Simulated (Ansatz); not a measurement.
Relaxation of a periodic cell of 13 atoms, Te$_{8}$HPd$_{4}$ (host Te2Pd, host structure P-3m1, interstitial H), to a largest force component of 0.08 eV/Å in at most 25 steps.

All numbers below come from DFT PBEsol, scalar-relativistic, plane waves, PAW (Ansatz 0.2.0). Settings: cutoff 420 eV, k mesh 3x3x2, fermi-dirac smearing 0.05 eV, no spin polarisation.

```xyz
13
Lattice="-2.0120 3.4849 5.1130 4.0240 0.0000 5.1130 4.0240 6.9698 0.0000" Properties=species:S:1:pos:R:3:forces:R:3
Te 4.024 2.323 6.474 -0.15 -0.13 0.02
Te 2.012 1.162 3.752 0.04 -0.13 0.03
Pd 0.000 0.000 0.000 0.04 -0.06 0.01
Te 6.036 5.808 6.474 -0.04 0.11 -0.08
Te 4.024 4.647 3.752 0.18 0.18 -0.03
Pd 2.012 3.485 0.000 0.02 0.00 0.04
Te 2.012 5.808 6.474 0.06 -0.13 0.04
Te 0.000 4.647 3.752 -0.10 0.17 -0.04
Pd 2.012 3.485 5.113 -0.01 0.01 -0.10
Te 4.024 9.293 6.474 -0.11 -0.07 0.01
Te 2.012 8.131 3.752 0.12 0.06 0.00
Pd 4.024 6.970 5.113 -0.04 0.06 -0.01
H 2.005 3.430 2.612 0.00 -0.07 0.11
```

Problem. Where does it end, and by what steps?

Solution. The forces met the threshold. Limits of this set-up: coarse k mesh, odd electron count without spin, a small cell, in which the defect meets its images. After 13 steps the energy has fallen by 0.847 eV; H13 moved furthest, 1.24 Å. Joined: Te5–H13 (2.62 → 1.89 Å), Pd9–H13 (2.50 → 1.66 Å).

```json
{"step": "0", "energy less start (eV)": "0.0000", "largest force component (eV/Å)": "0.181", "accepted": "yes"}
{"step": "1", "energy less start (eV)": "-0.0230", "largest force component (eV/Å)": "0.383", "accepted": "yes"}
{"step": "2", "energy less start (eV)": "-0.1875", "largest force component (eV/Å)": "0.875", "accepted": "yes"}
{"step": "3", "energy less start (eV)": "-0.4318", "largest force component (eV/Å)": "1.087", "accepted": "yes"}
{"step": "4", "energy less start (eV)": "-0.6176", "largest force component (eV/Å)": "0.188", "accepted": "yes"}
{"step": "5", "energy less start (eV)": "-0.6701", "largest force component (eV/Å)": "0.237", "accepted": "yes"}
{"step": "6", "energy less start (eV)": "-0.6885", "largest force component (eV/Å)": "0.127", "accepted": "yes"}
{"step": "7", "energy less start (eV)": "-0.7154", "largest force component (eV/Å)": "0.129", "accepted": "yes"}
{"step": "8", "energy less start (eV)": "-0.7425", "largest force component (eV/Å)": "0.134", "accepted": "yes"}
{"step": "9", "energy less start (eV)": "-0.7747", "largest force component (eV/Å)": "0.214", "accepted": "yes"}
{"step": "10", "energy less start (eV)": "-0.8072", "largest force component (eV/Å)": "0.229", "accepted": "yes"}
{"step": "11", "energy less start (eV)": "-0.8198", "largest force component (eV/Å)": "0.243", "accepted": "yes"}
{"step": "12", "energy less start (eV)": "-0.8432", "largest force component (eV/Å)": "0.105", "accepted": "yes"}
{"step": "13", "energy less start (eV)": "-0.8473", "largest force component (eV/Å)": "0.031", "accepted": "yes"}
```

```xyz
13
Lattice="-2.0120 3.4849 5.1130 4.0240 0.0000 5.1130 4.0240 6.9698 0.0000" Properties=species:S:1:pos:R:3
Te 3.937 2.317 6.389
Te 1.959 1.116 3.675
Pd -0.080 -0.027 -0.048
Te 5.969 5.787 6.418
Te 4.233 4.780 3.527
Pd 1.957 3.465 -0.079
Te 1.925 5.729 6.363
Te -0.091 4.617 3.696
Pd 1.878 3.403 5.043
Te 3.919 9.222 6.407
Te 1.972 8.112 3.698
Pd 3.959 6.929 5.040
H 2.662 3.739 3.614
```

The run took 69 s on 4 threads of Intel(R) Xeon(R) Platinum 8375C CPU @ 2.90GHz (Ice Lake) (shared host), peak memory 1.2 GiB.
